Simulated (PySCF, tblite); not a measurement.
# C4H11ClGeSi2: geometry, infrared bands and NMR shifts

Wanted: the infrared bands and NMR shifts of C4H11ClGeSi2 (`[Cl][GeH2][SiH2][C@H]1C=C[SiH2]C1`), by calculation.

Computed with tblite 0.8.0 and PySCF 2.14.0, with density-fitted response routines of our own, on a single molecule in the gas phase. Atoms count from 0, in the outputs and in this text.

## 1. The starting structure

19 atoms, charge 0, multiplicity 1; geometry from: force field or distance geometry start.

Bonds of the start (Å): Cl0–Ge1 2.16, Ge1–Si2 2.32, Si2–C3 1.87, C3–C4 1.49, C4–C5 1.32, C5–Si6 1.81, Si6–C7 1.85, C7–C3 1.56, Ge1–H8 1.56, Ge1–H9 1.55, Si2–H10 1.48, Si2–H11 1.47, C3–H12 1.11, C4–H13 1.09, C5–H14 1.09, Si6–H15 1.48, Si6–H16 1.47, C7–H17 1.11, C7–H18 1.11.

## 2. Relaxing the molecule with GFN2-xTB

What the job is given:

```
{"job": {"kind": "relax", "xc": "GFN2-xTB", "basis": "xTB"}, "charge": 0, "multiplicity": 1}
Cl    -1.853600     2.440500    -0.744200
Ge    -2.249600     0.896000     0.707200
Si    -1.517300    -1.153000    -0.104900
C      0.336000    -1.129500    -0.384100
C      0.683500    -0.115400    -1.421000
C      1.416200     0.927800    -1.061600
Si     1.867700     0.855600     0.690100
C      1.114800    -0.821400     0.930700
H     -1.473000     1.208500     2.026400
H     -3.769300     0.820300     1.013500
H     -2.205100    -1.425600    -1.386600
H     -1.870500    -2.207800     0.858900
H      0.623400    -2.141200    -0.736700
H      0.325600    -0.207000    -2.450000
H      1.694100     1.740700    -1.731000
H      1.148700     1.884200     1.472300
H      3.324700     0.834400     0.893800
H      0.465300    -0.838900     1.832800
H      1.928500    -1.558900     1.070000
```

Command:

```console
OMP_NUM_THREADS=1 python probes_run.py task.json out
```

The driver reads the jobs from task.json and runs them one after another.

**Question.** This job is followed by: GFN2-xTB harmonic vibrations, gas phase; GIAO PBE0/pcSseg-1 NMR shielding, non-relativistic, gas phase. Predict these results of the whole session: strongest single infrared mode (GFN2-xTB); zero-point energy (GFN2-xTB); ¹³C shifts against TMS (PBE0/pcSseg-1); ¹H shifts against TMS (PBE0/pcSseg-1); ³⁵Cl shifts against HCl (PBE0/pcSseg-1); ⁷³Ge shifts against GeMe4 (PBE0/pcSseg-1); ²⁹Si shifts against TMS (PBE0/pcSseg-1).

As calculated:

```
                                 quantity                                                                 value
strongest single infrared mode (GFN2-xTB)                                                  646 cm⁻¹, 601 km/mol
             zero-point energy (GFN2-xTB)                                                         78.2 kcal/mol
   ¹³C shifts against TMS (PBE0/pcSseg-1)                                           164.6, 130.5, 35.8, 9.9 ppm
    ¹H shifts against TMS (PBE0/pcSseg-1)  7.17, 6.11, 5.53, 5.40, 5.00, 4.85, 4.37, 4.13, 2.90, 1.48, 0.88 ppm
  ³⁵Cl shifts against HCl (PBE0/pcSseg-1)                                                              -119 ppm
⁷³Ge shifts against GeMe4 (PBE0/pcSseg-1)                                                              -105 ppm
  ²⁹Si shifts against TMS (PBE0/pcSseg-1)                                                      -27.7, -56.6 ppm
```

Over 75 steps the energy fell by 0.334 eV; of the close pairs, C5–Si6 changed most, 1.810 to 1.872 Å. No mode is imaginary among the 51: a minimum at this level. The strongest single mode, at 646 cm⁻¹, has its largest shares on H9, H8 and H11 (the list is cut at 3 atoms). GFN2-xTB is a fitted tight-binding method: band positions and strengths are rough. Its intensities can rank the bands wrongly. At PBE0/pcSseg-1: The widest tensor belongs to Ge1: span 406 ppm, with a paramagnetic part of -1321 ppm. Spin-orbit coupling is left out, which matters for shieldings and couplings at and beside the heavy atoms.
